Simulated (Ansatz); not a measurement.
# C2H6SSi: a spread of methods and bases

Aim: run C2H6SSi under a spread of inputs, and see what each costs and gives.

Method: the settings change from run to run; program: Ansatz 0.2.0, Gaussian basis.

**1. The molecule**

The structure was relaxed beforehand with PBE0-D4 in a triple-zeta def2 set.

SMILES `[SiH3]CC=S`, 10 atoms, charge 0, spin multiplicity 1.

Atoms are counted from 1 here; the program's logs count them from 0.

Bond lengths: Si1–C2 1.901 Å, Si1–H5 1.482 Å, Si1–H6 1.486 Å, Si1–H7 1.486 Å, C2–C3 1.471 Å, C2–H8 1.095 Å, C2–H9 1.092 Å, C3–S4 1.614 Å, C3–H10 1.094 Å. Angles: C2–Si1–H5 109.2°, C2–Si1–H6 108.7°, C2–Si1–H7 109.5°, H5–Si1–H6 110.3°, H5–Si1–H7 109.7°, H6–Si1–H7 109.3°, Si1–C2–C3 109.3°, Si1–C2–H8 106.6°, Si1–C2–H9 107.4°, C3–C2–H8 111.4°, C3–C2–H9 111.6°, H8–C2–H9 110.3°, C2–C3–S4 126.3°, C2–C3–H10 114.7°, S4–C3–H10 119.0°.

**2. r2SCANh/def2-TZVPP**

Set apart from the defaults: unrestricted orbitals, a point charge of 2.00 e beside it, the search for lower states set to light.

The input, in.yaml:

```yaml
crystal:
  periodic: [false, false, false]
  atoms:
    - {symbol: Si, position_ang: [-1.098619, 0.711047, -0.139140]}
    - {symbol: C, position_ang: [0.234955, -0.392293, 0.647946]}
    - {symbol: C, position_ang: [1.253326, -0.718890, -0.362295]}
    - {symbol: S, position_ang: [2.658272, 0.044283, -0.582944]}
    - {symbol: H, position_ang: [-0.492042, 2.005634, -0.530971]}
    - {symbol: H, position_ang: [-2.183453, 0.929248, 0.852610]}
    - {symbol: H, position_ang: [-1.657452, 0.035258, -1.338319]}
    - {symbol: H, position_ang: [-0.275283, -1.292140, 1.007752]}
    - {symbol: H, position_ang: [0.662672, 0.161153, 1.486661]}
    - {symbol: H, position_ang: [0.980724, -1.534601, -1.038299]}
basis:
  gaussian: {orbitals: def2-TZVPP, point_charges: [{charge: 2.00, position_ang: [6.854, 0.563, -0.967]}]}
magnetization: {spin_polarized: true, initial_magnetization: 0}
hamiltonian: {xc: {name: r2SCANh}}
scf: {lower_state_search: light}
output: {forces: true}
```

Started as:

```bash
ansatz run in.yaml --threads 2 --pin off --events-out ev --progress --plain --max-ram 4352MiB
```

What it wrote (excerpt; [...] marks lines left out):

```text
Functional definition: r2SCANh
  name "r2SCANh"
  cite "Bursch, Neugebauer, Ehlert & Grimme, J. Chem. Phys. 156, 134105 (2022) doi:10.1063/5.0086040"
  cite "Furness, Kaplan, Ning, Perdew & Sun, J. Phys. Chem. Lett. 11, 8208 (2020) doi:10.1021/acs.jpclett.0c02405"
  cite "Furness, Kaplan, Ning, Perdew & Sun, J. Phys. Chem. Lett. 11, 9248 (2020) doi:10.1021/acs.jpclett.0c03077"
  parent r2scan
[...]
1286 factors; their error is unknown
[...]
mean field -20883.47482186 eV, -767.4535443758 hartree, gradient 3.0e-5 eV, S^2 0.000000; 0 other end points of the search recorded, 0 dependent functions left out
[...]
reference -20883.47483517 eV, -767.4535448647 hartree; 24, 24 occupied and 206, 206 virtual orbitals, 1286 factors
Total energy: -20883.47483517 eV, -767.4535448647 hartree
Atom 0 at    -1.098619     0.711047    -0.139140 Å, force    -0.768210     0.384099    -0.311096 eV/Å
Atom 1 at     0.234955    -0.392293     0.647946 Å, force     0.912105    -0.276754    -0.049748 eV/Å
Atom 2 at     1.253326    -0.718890    -0.362295 Å, force    -1.230937    -0.507380     0.494562 eV/Å
Atom 3 at     2.658272     0.044283    -0.582944 Å, force     1.174573     0.495077    -0.084025 eV/Å
Atom 4 at    -0.492042     2.005634    -0.530971 Å, force     0.098207    -0.132868     0.053026 eV/Å
Atom 5 at    -2.183453     0.929248     0.852610 Å, force     0.226759    -0.094942    -0.016201 eV/Å
Atom 6 at    -1.657452     0.035258    -1.338319 Å, force     0.157742     0.000019     0.106747 eV/Å
Atom 7 at    -0.275283    -1.292140     1.007752 Å, force    -0.018552     0.068786    -0.167523 eV/Å
Atom 8 at     0.662672     0.161153     1.486661 Å, force    -0.076416     0.018586    -0.077845 eV/Å
Atom 9 at     0.980724    -1.534601    -1.038299 Å, force     0.082999     0.128392     0.034049 eV/Å
Dipole moment:    -1.376462    -0.277062     0.339057 e Å
```

Wall time 17 s (2 threads of Arm Neoverse V1, shared host); peak memory 0.79 GiB.

Largest force 1.420 eV/Å, dipole 6.94 D, ⟨S²⟩ 0.000.

**3. LC-wPBE/aug-cc-pVTZ**

Set apart from the defaults: multiplicity 3, restricted open-shell orbitals, atoms shaken by 0.08 Å.

The input, in.yaml:

```yaml
crystal:
  periodic: [false, false, false]
  atoms:
    - {symbol: Si, position_ang: [-1.171665, 0.783418, -0.047908]}
    - {symbol: C, position_ang: [0.255894, -0.237872, 0.608763]}
    - {symbol: C, position_ang: [1.203623, -0.766720, -0.259235]}
    - {symbol: S, position_ang: [2.592735, 0.041040, -0.498365]}
    - {symbol: H, position_ang: [-0.483027, 2.106889, -0.504600]}
    - {symbol: H, position_ang: [-2.186860, 0.908823, 0.831447]}
    - {symbol: H, position_ang: [-1.760403, 0.035047, -1.301559]}
    - {symbol: H, position_ang: [-0.167526, -1.362953, 0.953504]}
    - {symbol: H, position_ang: [0.738761, 0.244165, 1.356606]}
    - {symbol: H, position_ang: [1.032538, -1.403396, -1.057128]}
basis:
  gaussian: {orbitals: aug-cc-pVTZ}
magnetization: {spin_polarized: false, initial_magnetization: 2}
hamiltonian: {xc: {name: LC-wPBE}}
```

The command is unchanged.

What it wrote (excerpt; [...] marks lines left out):

```text
Functional definition: LC-wPBE
  name "LC-wPBE"
  cite "Vydrov & Scuseria, J. Chem. Phys. 125, 234109 (2006) doi:10.1063/1.2409292"
  cite "Heyd & Scuseria, J. Chem. Phys. 120, 7274 (2004) doi:10.1063/1.1668634"
  cite "Ernzerhof & Perdew, J. Chem. Phys. 109, 3313 (1998) doi:10.1063/1.476928"
  cite "Perdew, Burke & Ernzerhof, Phys. Rev. Lett. 77, 3865 (1996) doi:10.1103/PhysRevLett.77.3865"
  parent pbe
[...]
1449 factors; their error is unknown
765 factors; integrals over basis functions are off by at most 3.3e-5 eV
[...]
mean field -20875.18320690 eV, -767.1488331460 hartree, gradient 2.0e-5 eV, S^2 2.000000; 2 other end points of the search recorded, 0 dependent functions left out
reference -20875.18320691 eV, -767.1488331465 hartree; 25, 23 occupied and 305, 307 virtual orbitals, 1449 factors
Total energy: -20875.18320691 eV, -767.1488331465 hartree
```

Wall time 41 s (2 threads of Arm Neoverse V1, shared host); peak memory 1.9 GiB.

**4. wPBEh/STO-3G**

The input, in.yaml:

```yaml
crystal:
  periodic: [false, false, false]
  atoms:
    - {symbol: Si, position_ang: [-1.098619, 0.711047, -0.139140]}
    - {symbol: C, position_ang: [0.234955, -0.392293, 0.647946]}
    - {symbol: C, position_ang: [1.253326, -0.718890, -0.362295]}
    - {symbol: S, position_ang: [2.658272, 0.044283, -0.582944]}
    - {symbol: H, position_ang: [-0.492042, 2.005634, -0.530971]}
    - {symbol: H, position_ang: [-2.183453, 0.929248, 0.852610]}
    - {symbol: H, position_ang: [-1.657452, 0.035258, -1.338319]}
    - {symbol: H, position_ang: [-0.275283, -1.292140, 1.007752]}
    - {symbol: H, position_ang: [0.662672, 0.161153, 1.486661]}
    - {symbol: H, position_ang: [0.980724, -1.534601, -1.038299]}
basis:
  gaussian: {orbitals: STO-3G}
hamiltonian: {xc: {name: wPBEh}}
```

The command is unchanged.

What it wrote (excerpt; [...] marks lines left out):

```text
Functional definition: wPBEh
  name "wPBEh"
  cite "Heyd, Scuseria & Ernzerhof, J. Chem. Phys. 118, 8207 (2003) doi:10.1063/1.1564060"
  cite "Krukau, Vydrov, Izmaylov & Scuseria, J. Chem. Phys. 125, 224106 (2006) doi:10.1063/1.2404663"
  cite "Heyd & Scuseria, J. Chem. Phys. 120, 7274 (2004) doi:10.1063/1.1668634"
  cite "Ernzerhof & Perdew, J. Chem. Phys. 109, 3313 (1998) doi:10.1063/1.476928"
  cite "Perdew, Burke & Ernzerhof, Phys. Rev. Lett. 77, 3865 (1996) doi:10.1103/PhysRevLett.77.3865"
  parent pbe
[...]
413 factors; integrals over basis functions are off by at most 4.0e-5 eV
74 factors; integrals over basis functions are off by at most 2.2e-7 eV
[...]
mean field -20638.76631638 eV, -758.4606726686 hartree, gradient 4.3e-5 eV, S^2 0.000000; 0 other end points of the search recorded, 0 dependent functions left out
reference -20638.76633713 eV, -758.4606734313 hartree; 24, 24 occupied and 10, 10 virtual orbitals, 413 factors
Total energy: -20638.76633713 eV, -758.4606734313 hartree
```

Run time: 0.75 s. Hardware: 2 threads of Arm Neoverse V1, shared host; peak memory 0.44 GiB.

**5. r2SCANh/aug-cc-pVDZ**

Set apart from the defaults: atoms shaken by 0.08 Å, D3(BJ) dispersion, relativity set to none, high accuracy, the search for lower states set to full.

The input, in.yaml:

```yaml
crystal:
  periodic: [false, false, false]
  atoms:
    - {symbol: Si, position_ang: [-1.180263, 0.733257, -0.177430]}
    - {symbol: C, position_ang: [0.195756, -0.397160, 0.633348]}
    - {symbol: C, position_ang: [1.296160, -0.628727, -0.211867]}
    - {symbol: S, position_ang: [2.593863, -0.052682, -0.610773]}
    - {symbol: H, position_ang: [-0.481862, 2.013784, -0.489212]}
    - {symbol: H, position_ang: [-2.227190, 0.917400, 0.923128]}
    - {symbol: H, position_ang: [-1.751821, 0.257977, -1.475080]}
    - {symbol: H, position_ang: [-0.144555, -1.246644, 0.914308]}
    - {symbol: H, position_ang: [0.733060, 0.209657, 1.548926]}
    - {symbol: H, position_ang: [1.002190, -1.609450, -1.155030]}
basis:
  gaussian: {orbitals: aug-cc-pVDZ}
hamiltonian: {xc: {name: r2SCANh}, dispersion: d3bj, pseudopotentials: {relativity: none}}
accuracy: high
scf: {lower_state_search: full}
```

Same command.

What it wrote (excerpt; [...] marks lines left out):

```text
Warning: the engine holds no damping parameters fitted to this dispersion correction and functional, so the run takes those fitted to r2scanh beside the three-body term, which d3bj leaves out (hamiltonian.dispersion, under Limitations)
Functional definition: r2SCANh
  name "r2SCANh"
  cite "Bursch, Neugebauer, Ehlert & Grimme, J. Chem. Phys. 156, 134105 (2022) doi:10.1063/5.0086040"
  cite "Furness, Kaplan, Ning, Perdew & Sun, J. Phys. Chem. Lett. 11, 8208 (2020) doi:10.1021/acs.jpclett.0c02405"
  cite "Furness, Kaplan, Ning, Perdew & Sun, J. Phys. Chem. Lett. 11, 9248 (2020) doi:10.1021/acs.jpclett.0c03077"
  parent r2scan
[...]
3086 factors; integrals over basis functions are off by at most 3.4e-9 eV
[...]
mean field -20878.82713504 eV, -767.2827450356 hartree, gradient 3.4e-8 eV, S^2 0.000000; 0 other end points of the search recorded, 0 dependent functions left out
reference -20878.82713873 eV, -767.2827451708 hartree; 24, 24 occupied and 130, 130 virtual orbitals, 3086 factors
Total energy: -20878.89933928 eV, -767.2853984922 hartree
```

Wall time 22 s (2 threads of Arm Neoverse V1, shared host); peak memory 0.84 GiB.

**6. HSE06/6-31++G****

Set apart from the defaults: the search for lower states set to off.

The input, in.yaml:

```yaml
crystal:
  periodic: [false, false, false]
  atoms:
    - {symbol: Si, position_ang: [-1.098619, 0.711047, -0.139140]}
    - {symbol: C, position_ang: [0.234955, -0.392293, 0.647946]}
    - {symbol: C, position_ang: [1.253326, -0.718890, -0.362295]}
    - {symbol: S, position_ang: [2.658272, 0.044283, -0.582944]}
    - {symbol: H, position_ang: [-0.492042, 2.005634, -0.530971]}
    - {symbol: H, position_ang: [-2.183453, 0.929248, 0.852610]}
    - {symbol: H, position_ang: [-1.657452, 0.035258, -1.338319]}
    - {symbol: H, position_ang: [-0.275283, -1.292140, 1.007752]}
    - {symbol: H, position_ang: [0.662672, 0.161153, 1.486661]}
    - {symbol: H, position_ang: [0.980724, -1.534601, -1.038299]}
basis:
  gaussian: {orbitals: "6-31++G**"}
hamiltonian: {xc: {name: HSE06}}
scf: {lower_state_search: off}
```

Same command.

What it wrote (excerpt; [...] marks lines left out):

```text
Functional definition: HSE06
  name "HSE06"
  cite "Heyd, Scuseria & Ernzerhof, J. Chem. Phys. 118, 8207 (2003) doi:10.1063/1.1564060"
  cite "Krukau, Vydrov, Izmaylov & Scuseria, J. Chem. Phys. 125, 224106 (2006) doi:10.1063/1.2404663"
  cite "Heyd & Scuseria, J. Chem. Phys. 120, 7274 (2004) doi:10.1063/1.1668634"
  cite "Ernzerhof & Perdew, J. Chem. Phys. 109, 3313 (1998) doi:10.1063/1.476928"
  cite "Perdew, Burke & Ernzerhof, Phys. Rev. Lett. 77, 3865 (1996) doi:10.1103/PhysRevLett.77.3865"
  parent pbe
[...]
  # The whole range is PBE's own exchange, as in plane waves. The composition of these papers is wPBEh.
[...]
1292 factors; their error is unknown
137 factors; integrals over basis functions are off by at most 1.4e-6 eV
[...]
mean field -20873.10775248 eV, -767.0725616031 hartree, gradient 4.7e-6 eV, S^2 0.000000; 0 other end points of the search recorded, 0 dependent functions left out
reference -20873.10783944 eV, -767.0725647989 hartree; 24, 24 occupied and 96, 96 virtual orbitals, 1292 factors
Total energy: -20873.10783944 eV, -767.0725647989 hartree
Checks for a lower state left out: stability, starts, cluster_reference, orbital_swaps, neighbouring_geometries, increment
```

It took 1.7 s on 2 threads of Arm Neoverse V1, shared host; peak memory 0.44 GiB.

**7. wPBEh/def2-SVPD**

This run has multiplicity 3.

Edit in.yaml of step 6 so:

```diff
@@ -14,4 +14,5 @@
 basis:
-  gaussian: {orbitals: "6-31++G**"}
-hamiltonian: {xc: {name: HSE06}}
-scf: {lower_state_search: off}
+  gaussian: {orbitals: def2-SVPD}
+magnetization: {spin_polarized: true, initial_magnetization: 2}
+hamiltonian: {xc: {name: wPBEh}}
+output: {forces: true}
```

Launched as before.

What it wrote (excerpt; [...] marks lines left out):

```text
Functional definition: wPBEh
  name "wPBEh"
  cite "Heyd, Scuseria & Ernzerhof, J. Chem. Phys. 118, 8207 (2003) doi:10.1063/1.1564060"
  cite "Krukau, Vydrov, Izmaylov & Scuseria, J. Chem. Phys. 125, 224106 (2006) doi:10.1063/1.2404663"
  cite "Heyd & Scuseria, J. Chem. Phys. 120, 7274 (2004) doi:10.1063/1.1668634"
  cite "Ernzerhof & Perdew, J. Chem. Phys. 109, 3313 (1998) doi:10.1063/1.476928"
  cite "Perdew, Burke & Ernzerhof, Phys. Rev. Lett. 77, 3865 (1996) doi:10.1103/PhysRevLett.77.3865"
  parent pbe
[...]
1242 factors; their error is unknown
174 factors; integrals over basis functions are off by at most 6.9e-7 eV
[...]
mean field -20866.15797186 eV, -766.8171618758 hartree, gradient 8.1e-5 eV, S^2 2.007682; 0 other end points of the search recorded, 0 dependent functions left out
[...]
Atom 0 at    -1.098619     0.711047    -0.139140 Å, force     0.026999    -0.062604     0.140307 eV/Å
Atom 1 at     0.234955    -0.392293     0.647946 Å, force    -0.467082     0.512221     0.008861 eV/Å
Atom 2 at     1.253326    -0.718890    -0.362295 Å, force    -2.205271    -1.813502    -0.016807 eV/Å
Atom 3 at     2.658272     0.044283    -0.582944 Å, force     2.543742     1.365643    -0.413785 eV/Å
Atom 4 at    -0.492042     2.005634    -0.530971 Å, force     0.034230     0.170961    -0.068946 eV/Å
Atom 5 at    -2.183453     0.929248     0.852610 Å, force    -0.219397     0.124346     0.075924 eV/Å
Atom 6 at    -1.657452     0.035258    -1.338319 Å, force    -0.056003    -0.059869    -0.112434 eV/Å
Atom 7 at    -0.275283    -1.292140     1.007752 Å, force     0.070925    -0.190223     0.241980 eV/Å
Atom 8 at     0.662672     0.161153     1.486661 Å, force     0.024434     0.001735     0.398092 eV/Å
Atom 9 at     0.980724    -1.534601    -1.038299 Å, force     0.247423    -0.048708    -0.253192 eV/Å
Dipole moment:    -0.121370    -0.143105     0.081074 e Å
```

Run time: 7.5 s. Hardware: 2 threads of Arm Neoverse V1, shared host; peak memory 0.46 GiB.

Largest force 2.917 eV/Å, dipole 0.98 D, ⟨S²⟩ 2.008.

**8. CAM-B3LYP/def2-SVPD**

This run has atoms shaken by 0.08 Å, D3(BJ) dispersion.

The input, in.yaml:

```yaml
crystal:
  periodic: [false, false, false]
  atoms:
    - {symbol: Si, position_ang: [-1.112180, 0.606373, -0.218141]}
    - {symbol: C, position_ang: [0.063507, -0.518866, 0.518461]}
    - {symbol: C, position_ang: [1.257703, -0.837476, -0.208917]}
    - {symbol: S, position_ang: [2.573329, 0.110102, -0.598287]}
    - {symbol: H, position_ang: [-0.476874, 1.928585, -0.629062]}
    - {symbol: H, position_ang: [-2.099127, 0.916032, 0.840560]}
    - {symbol: H, position_ang: [-1.529330, 0.011798, -1.478177]}
    - {symbol: H, position_ang: [-0.194731, -1.265891, 1.037481]}
    - {symbol: H, position_ang: [0.806085, 0.211665, 1.403806]}
    - {symbol: H, position_ang: [1.012590, -1.539224, -0.880944]}
basis:
  gaussian: {orbitals: def2-SVPD}
hamiltonian: {xc: {name: CAM-B3LYP}, dispersion: d3bj}
```

The command is unchanged.

What it wrote (excerpt; [...] marks lines left out):

```text
Functional definition: CAM-B3LYP
  name "CAM-B3LYP"
  cite "Yanai, Tew & Handy, Chem. Phys. Lett. 393, 51 (2004) doi:10.1016/j.cplett.2004.06.011"
  cite "Iikura, Tsuneda, Yanai & Hirao, J. Chem. Phys. 115, 3540 (2001) doi:10.1063/1.1383587"
  cite "Becke, Phys. Rev. A 38, 3098 (1988) doi:10.1103/PhysRevA.38.3098"
  cite "Lee, Yang & Parr, Phys. Rev. B 37, 785 (1988) doi:10.1103/PhysRevB.37.785"
  cite "Vosko, Wilk & Nusair, Can. J. Phys. 58, 1200 (1980) doi:10.1139/p80-159"
[...]
  # Exact exchange under (alpha + beta erf(omega r))/r, Becke's under what is left of 1/r.
[...]
1234 factors; their error is unknown
521 factors; integrals over basis functions are off by at most 2.5e-5 eV
[...]
mean field -20873.45649241 eV, -767.0853775590 hartree, gradient 2.7e-5 eV, S^2 0.000000; 0 other end points of the search recorded, 0 dependent functions left out
reference -20873.45663228 eV, -767.0853826994 hartree; 24, 24 occupied and 115, 115 virtual orbitals, 1234 factors
Total energy: -20873.66157463 eV, -767.0929141915 hartree
```

Run time: 3.1 s. Hardware: 2 threads of Arm Neoverse V1, shared host; peak memory 0.44 GiB.

**9. RPA/def2-TZVPD**

Set apart from the defaults: a grid of angular degree 23, correlated electrons set to all.

The input, in.yaml:

```yaml
crystal:
  periodic: [false, false, false]
  atoms:
    - {symbol: Si, position_ang: [-1.098619, 0.711047, -0.139140]}
    - {symbol: C, position_ang: [0.234955, -0.392293, 0.647946]}
    - {symbol: C, position_ang: [1.253326, -0.718890, -0.362295]}
    - {symbol: S, position_ang: [2.658272, 0.044283, -0.582944]}
    - {symbol: H, position_ang: [-0.492042, 2.005634, -0.530971]}
    - {symbol: H, position_ang: [-2.183453, 0.929248, 0.852610]}
    - {symbol: H, position_ang: [-1.657452, 0.035258, -1.338319]}
    - {symbol: H, position_ang: [-0.275283, -1.292140, 1.007752]}
    - {symbol: H, position_ang: [0.662672, 0.161153, 1.486661]}
    - {symbol: H, position_ang: [0.980724, -1.534601, -1.038299]}
basis:
  gaussian: {orbitals: def2-TZVPD, final_grid: {core_spheres: 8, valence_spheres: 7, degree: 23}}
hamiltonian: {xc: {name: r2SCAN}}
correlation: {method: rpa, electrons: all}
```

Launched as before.

What it wrote:

```text
Functional definition: r2SCAN
  name "r2SCAN"
  cite "Furness, Kaplan, Ning, Perdew & Sun, J. Phys. Chem. Lett. 11, 8208 (2020) doi:10.1021/acs.jpclett.0c02405"
  cite "Furness, Kaplan, Ning, Perdew & Sun, J. Phys. Chem. Lett. 11, 9248 (2020) doi:10.1021/acs.jpclett.0c03077"
  parent r2scan
  parameter k0 = 0.174
  parameter k1 = 0.065
  parameter a1 = 4.9479
  exchange = r2scan_x(k0 = k0, k1 = k1, a1 = a1)
  correlation = r2scan_c
1461 factors; integrals over basis functions are off by at most 7.6e-4 eV
mean field evaluation 1: about -20871.5552 eV, gradient 6.7e1 eV
mean field evaluation 2: about -20871.5536 eV, gradient 6.7e1 eV
mean field evaluation 4: about -20882.0106 eV, gradient 1.6e1 eV
mean field evaluation 8: about -20882.6823 eV, gradient 2.7e-1 eV
mean field evaluation 16: about -20882.6814 eV, gradient 1.6e-4 eV
mean field -20882.68137729 eV, -767.4243858257 hartree, gradient 2.5e-6 eV, S^2 0.000000; 0 other end points of the search recorded, 0 dependent functions left out
reference -20835.37559027 eV, -765.6859302174 hartree; 24, 24 occupied and 193, 193 virtual orbitals, 1461 factors
Total energy: -20872.82370965 eV, -767.0621232215 hartree
```

It took 12 s on 2 threads of Arm Neoverse V1, shared host; peak memory 0.58 GiB.

**10. BHLYP/def2-TZVP**

Set apart from the defaults: coordinates scaled by 1.12, D4 dispersion, the search for lower states set to light.

The input, in.yaml:

```yaml
crystal:
  periodic: [false, false, false]
  atoms:
    - {symbol: Si, position_ang: [-1.230454, 0.796373, -0.155837]}
    - {symbol: C, position_ang: [0.263149, -0.439368, 0.725700]}
    - {symbol: C, position_ang: [1.403725, -0.805157, -0.405770]}
    - {symbol: S, position_ang: [2.977265, 0.049597, -0.652897]}
    - {symbol: H, position_ang: [-0.551087, 2.246310, -0.594688]}
    - {symbol: H, position_ang: [-2.445467, 1.040758, 0.954923]}
    - {symbol: H, position_ang: [-1.856346, 0.039489, -1.498917]}
    - {symbol: H, position_ang: [-0.308317, -1.447197, 1.128682]}
    - {symbol: H, position_ang: [0.742193, 0.180491, 1.665060]}
    - {symbol: H, position_ang: [1.098411, -1.718753, -1.162895]}
basis:
  gaussian: {orbitals: def2-TZVP}
hamiltonian: {xc: {name: BHLYP}, dispersion: d4}
scf: {lower_state_search: light}
```

Launched as before.

What it wrote:

```text
Functional definition: BHLYP
  name "BHLYP"
  cite "Becke, J. Chem. Phys. 98, 1372 (1993) doi:10.1063/1.464304"
  cite "Becke, Phys. Rev. A 38, 3098 (1988) doi:10.1103/PhysRevA.38.3098"
  cite "Lee, Yang & Parr, Phys. Rev. B 37, 785 (1988) doi:10.1103/PhysRevB.37.785"
  parameter a = 0.5
  exchange = (1 - a)*b88_x + a*exact_x
  correlation = lyp_c
1278 factors; their error is unknown
mean field evaluation 1: about -20878.6406 eV, gradient 2.8e1 eV
mean field evaluation 2: about -20878.5111 eV, gradient 2.9e1 eV
mean field evaluation 4: about -20880.7508 eV, gradient 3.1e0 eV
mean field evaluation 8: about -20880.7772 eV, gradient 2.8e-2 eV
mean field evaluation 16: about -20880.9007 eV, gradient 9.7e-5 eV
mean field -20880.90071945 eV, -767.3589478570 hartree, gradient 3.3e-5 eV, S^2 0.000000; 0 other end points of the search recorded, 0 dependent functions left out
reference -20880.90091829 eV, -767.3589551643 hartree; 24, 24 occupied and 148, 148 virtual orbitals, 1278 factors
Total energy: -20881.17300729 eV, -767.3689542506 hartree
```

Run time: 2.7 s. Hardware: 2 threads of Arm Neoverse V1, shared host; peak memory 0.44 GiB.

**11. The runs in one table**

```csv
level,charge,multiplicity,geometry,functions,energy (eV),time
r2SCANh/def2-TZVPP,0,1,"relaxed, point charge",230,-20883.475,17 s
LC-wPBE/aug-cc-pVTZ,0,3,shaken,330,-20875.183,41 s
wPBEh/STO-3G,0,1,relaxed,34,-20638.766,0.75 s
r2SCANh/aug-cc-pVDZ,0,1,shaken,154,-20878.899,22 s
HSE06/6-31++G**,0,1,relaxed,120,-20873.108,1.7 s
wPBEh/def2-SVPD,0,3,relaxed,139,-20866.158,7.5 s
CAM-B3LYP/def2-SVPD,0,1,shaken,139,-20873.662,3.1 s
RPA/def2-TZVPD,0,1,relaxed,217,-20872.824,12 s
BHLYP/def2-TZVP,0,1,scaled,172,-20881.173,2.7 s
```

**12. Outcome**

| quantity | value |
| --- | --- |
| runs | 9 |
| quickest | wPBEh/STO-3G, 0.75 s |
| slowest | LC-wPBE/aug-cc-pVTZ, 41 s |
| spread of total energies, same state and geometry | 234.3 eV |

Run time spans a factor of 55, from wPBEh/STO-3G to LC-wPBE/aug-cc-pVTZ. The jobs differ in tasks and options as well as level. Total energies at one charge and spin differ by 234 eV between levels, so only differences within one level mean anything.
